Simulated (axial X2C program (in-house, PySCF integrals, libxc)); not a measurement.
**MoSi⁻: properties at the nuclei**

Aim: properties at the nuclei of MoSi⁻, with spin–orbit coupling in the Hamiltonian from the start.

The runs use an in-house X2C program for linear molecules on PySCF integrals; two-component X2C with atomic mean-field terms, Mo dyall-acv3z, Si dyall-av3z.

All values are calculated.

## Step 1: The job

The input, task.json:

```json
{
 "zs": [
  42,
  14
 ],
 "q": -1,
 "bas": [
  "dyall-acv3z",
  "dyall-av3z"
 ],
 "r0": 2.54,
 "levels": [
  "PBE0",
  "HF",
  "BHandHLYP",
  "PBE50",
  "TPSSh"
 ],
 "nst": 3
}
```

Keys: zs atomic numbers; q charge; bas basis sets; r0 starting distance in Å; levels methods (HF also brings MP2); nst determinants followed.

Launch:

```bash
$ python soeom.py task.json out
```

The runs that follow: Expectation values, lowest determinant; Expectation values, a higher determinant; Expectation values, a higher determinant.

**Question.** What will these runs give? Wanted: lowest determinant; Eeff magnitude; Ws magnitude Mo; A∥/gI Mo; qzz Mo; higher determinant (for each run or level that gives them).

As calculated:

| quantity | value |
| --- | --- |
| lowest determinant | Ω = 3/2 (excess of +ω over −ω: ω = 1/2, ω = -3/2, ω = 5/2) |
| Eeff magnitude (GV/cm), PBE0 | 3.28 |
| Ws magnitude Mo (kHz), PBE0 | 1.1 |
| A∥/gI Mo (MHz), PBE0 | 390 |
| qzz Mo (a.u.), PBE0 | -0.38 |
| higher determinant | Ω = 5/2 (excess of +ω over −ω: ω = 5/2) |
| Eeff magnitude (GV/cm), PBE0, higher determinant | 2.4 |
| Ws magnitude Mo (kHz), PBE0, higher determinant | 0.492 |
| A∥/gI Mo (MHz), PBE0, higher determinant | 246 |
| qzz Mo (a.u.), PBE0, higher determinant | 0.26 |
| higher determinant | Ω = 1/2 (excess of +ω over −ω: ω = -1/2, ω = -3/2, ω = 5/2) |
| Eeff magnitude (GV/cm), PBE0, higher determinant | 2.45 |
| Ws magnitude Mo (kHz), PBE0, higher determinant | 2.5 |
| A∥/gI Mo (MHz), PBE0, higher determinant | 931 |
| qzz Mo (a.u.), PBE0, higher determinant | 0.26 |

What this shows: In the first state, the effective field runs from 2.99 to 4.86 GV/cm over the mean-field levels. The expectation values come from single determinants, which for open shells can mix terms of unlike spin or miss the lowest Ω, so a determinant need not be a state. Eeff is the effective electric field on the electron dipole moment in this Ω state and Ws the scalar–pseudoscalar constant (defined with the proton number Z and per Ω); A∥ is the parallel hyperfine constant, which follows by multiplying with the nuclear g factor gI = μI/(I μN); qzz is the electric field gradient, eQq0 = 234.96 MHz × Q/barn × qzz. The operators were transformed with the bare-nucleus X2C matrices.
